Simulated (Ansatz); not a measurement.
# GeNH2 (doublet): from Hartree-Fock to the top rungs, cc-pVDZ

An exercise on one series of results from a longer session: the logs are not shown, and one member is left open.

Program: Ansatz 0.2.0, Gaussian basis. Level of theory: cc-pVDZ, core rule «outside noble gas», up to 15 orbitals frozen. These are calculated values, not measurements.

To be run: UHF; CCSD(T) on ROHF; CCSD(T) on UHF; BCCD(T) on ROHF; CISD; CCSDT(Q) on ROHF; CCSDT(Q) on UHF; CASSCF and MRCISD+Q, 11 electrons in 10 orbitals; CASSCF and NEVPT2, 11 electrons in 10 orbitals.

21 further runs of the same task are left out: 1 for a known fault of the program, 7 that didn't finish, 13 set aside as unsound or not needed.

## The geometry

The geometry is a PBE0/def2-TZVP stationary point (not a proven minimum) of the parent state, kept for this charge and spin. No spin-orbit coupling is included. The filled d shell of Ge may be among the frozen orbitals whatever the setting's name suggests; the logs give the count.

4 atoms, charge 0, spin multiplicity 2.

Atoms are counted from 1 here; the program's logs count them from 0.

Bond lengths: Ge1–N2 1.945 Å, Ge1–H3 1.555 Å, Ge1–H4 1.555 Å. Angles: N2–Ge1–H3 106.3°, N2–Ge1–H4 106.3°, H3–Ge1–H4 108.1°.

The first run:

The input, in.yaml:

```yaml
crystal:
  periodic: [false, false, false]
  atoms:
    - {symbol: Ge, position_ang: [-0.034571, 0.000000, 0.295847]}
    - {symbol: N, position_ang: [0.072436, 0.000001, -1.645848]}
    - {symbol: H, position_ang: [0.742421, -1.258240, 0.775123]}
    - {symbol: H, position_ang: [0.742420, 1.258240, 0.775124]}
basis:
  gaussian: {orbitals: cc-pVDZ}
magnetization: {spin_polarized: true, initial_magnetization: 1}
hamiltonian: {xc: hf}
output: {orbitals: {seedname: orbitals}}
```

On the command line:

```
$ ansatz run in.yaml --threads 1 --pin off --events-out ev --progress --plain --max-ram 2393MiB
```

Steps of the session up to this table: UHF; CCSD(T) on ROHF; CCSD(T) on UHF; BCCD(T) on ROHF; CISD; CCSDT(Q) on ROHF; CCSDT(Q) on UHF; CASSCF and MRCISD+Q, 11 electrons in 10 orbitals; CASSCF and NEVPT2, 11 electrons in 10 orbitals.

One of the session's tables, all rows but one given; the rest of the session is left out.

```
          method  from RCCSDT(Q) (meV)
            ROHF               +8413.4
             UHF               +6365.8
            RMP2               +1715.8
            UMP2               +1503.8
           RCCSD                     ?
           UCCSD                +371.5
        RCCSD(T)                +114.1
        UCCSD(T)                +177.3
         BCCD(T)                +162.6
          RCCSDT                 +64.9
          UCCSDT                 +47.4
       RCCSDT(Q)                     0
       UCCSDT(Q)                  +5.8
  CASSCF valence               +4495.9
  NEVPT2 valence                +953.4
  MRCISD valence                +285.1
MRCISD+Q valence                 +15.8
```

**Question.** Estimate the row for RCCSD.

**Answer.** from RCCSDT(Q) (meV): +528.3. In the column «from RCCSDT(Q) (meV)» it lies between UCCSD (+371.5) and NEVPT2 valence (+953.4).

Not comparable, so not listed: CISD (they don't share determinant, frozen orbitals or solution with the rows shown, or repeat one).

To keep in mind: The determinant is far from a pure spin state, so its energy mixes those of several spin states (harmless only where they are near-degenerate, as at dissociation). The report flags that the cluster equations may have other roots. The program flags RCCSD(T), BCCD(T), RCCSDT(Q) as in doubt, so the zero of the table is itself unsure. Warnings: spin contamination; large T1 diagnostic. Restricted and unrestricted rows rest on different reference determinants; where their highest levels disagree by more than a few hundredths of an eV, they describe different states and don't form one ladder.
